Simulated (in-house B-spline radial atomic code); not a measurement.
# Au³⁺: excited configurations

How much energy does it take to promote electrons of Au³⁺ to other shells? Each configuration is solved by itself and compared with the reference.

The numbers are computed with in-house B-spline radial atomic code version 1 (scalar-relativistic (spin-free one-electron X2C) PBE, spin-polarised, spherical fractional occupations, Fermi nucleus, basis-set limit), except any that are marked as measured or tabulated.

### 1 What is computed

| Property | Result |
| --- | --- |
| element | gold (Z = 79) |
| charge | +3 |
| electrons | 76 |
| configuration | [Xe] 4f14 5d8 |
| Hamiltonian | scalar-relativistic (X2C) |
| nucleus | Fermi, rms radius 5.437 fm |

The outer shells:

[Xe] 4f14 5d8
```
[Xe] core
4f [↑↓][↑↓][↑↓][↑↓][↑↓][↑↓][↑↓]
5d [↑↓][↑↓][↑↓][↑ ][↑ ]
```

Where spins are not typed, each open shell is filled with up spins first.

### 2 The base configuration

Input settings:

```ini
Z = 79
electrons = 76.0
configuration = [Xe] 4f14 5d8
hamiltonian = x2c
method = pbe,pbe
spin_polarised = True
nucleus = fermi
rms_radius = 5.4371
mass_number = 197
atomic_mass = 196.966570103
speed_of_light = 137.035999084
```

### 3 Run with [Xe] 4f14 5d7 6d1

The settings differ from step 2 so:

```diff
@@ -2,3 +2,3 @@
 electrons = 76.0
-configuration = [Xe] 4f14 5d8
+configuration = [Xe] 4f14 5d7 6d1
 hamiltonian = x2c
```

### 4 [Xe] 4f13 5d8 6d1

The settings differ from step 3 so:

```diff
@@ -2,3 +2,3 @@
 electrons = 76.0
-configuration = [Xe] 4f14 5d7 6d1
+configuration = [Xe] 4f13 5d8 6d1
 hamiltonian = x2c
```

### 5 Run with [Kr] 4d9 4f14 5s2 5p6 5d8 5f1

The settings differ from step 4 so:

```diff
@@ -2,3 +2,3 @@
 electrons = 76.0
-configuration = [Xe] 4f13 5d8 6d1
+configuration = [Kr] 4d9 4f14 5s2 5p6 5d8 5f1
 hamiltonian = x2c
```

### 6 Run with [Xe] 4f14 5d7 6f1

The settings differ from step 5 so:

```diff
@@ -2,3 +2,3 @@
 electrons = 76.0
-configuration = [Kr] 4d9 4f14 5s2 5p6 5d8 5f1
+configuration = [Xe] 4f14 5d7 6f1
 hamiltonian = x2c
```

### 7 Run with [Kr] 4d10 4f14 5s2 5p5 5d8 6s1

The settings differ from step 6 so:

```diff
@@ -2,3 +2,3 @@
 electrons = 76.0
-configuration = [Xe] 4f14 5d7 6f1
+configuration = [Kr] 4d10 4f14 5s2 5p5 5d8 6s1
 hamiltonian = x2c
```

How far above the reference does each configuration lie (order and size, in eV)?

**Answer**, as computed:

| net move | configuration | 2|M_S|+1 | energy above the reference (eV) | largest <r> (bohr) |
| --- | --- | --- | --- | --- |
| 5d → 6d | [Xe] 4f14 5d7 6d1 | 5 | 27.652 | 3.78 |
| 5d → 6f | [Xe] 4f14 5d7 6f1 | 5 | 36.219 | 6.52 |
| 5p → 6s | [Kr] 4d10 4f14 5s2 5p5 5d8 6s1 | 5 | 62.817 | 2.21 |
| 4f → 6d | [Xe] 4f13 5d8 6d1 | 5 | 112.12 | 3.74 |
| 4d → 5f | [Kr] 4d9 4f14 5s2 5p6 5d8 5f1 | 5 | 360.25 | 3.53 |

The lowest of them is 5d → 6d at 27.652 eV and the highest 4d → 5f at 360.25 eV. 2 of them lie more than 60 % above minus the reference's highest level (39.783 eV), in the range where a state can decay by emitting an electron. The reference has 2|M_S|+1 = 3; 5 of the configurations differ from it in spin. These are spherical averages at the typed spins, not spectroscopic levels.
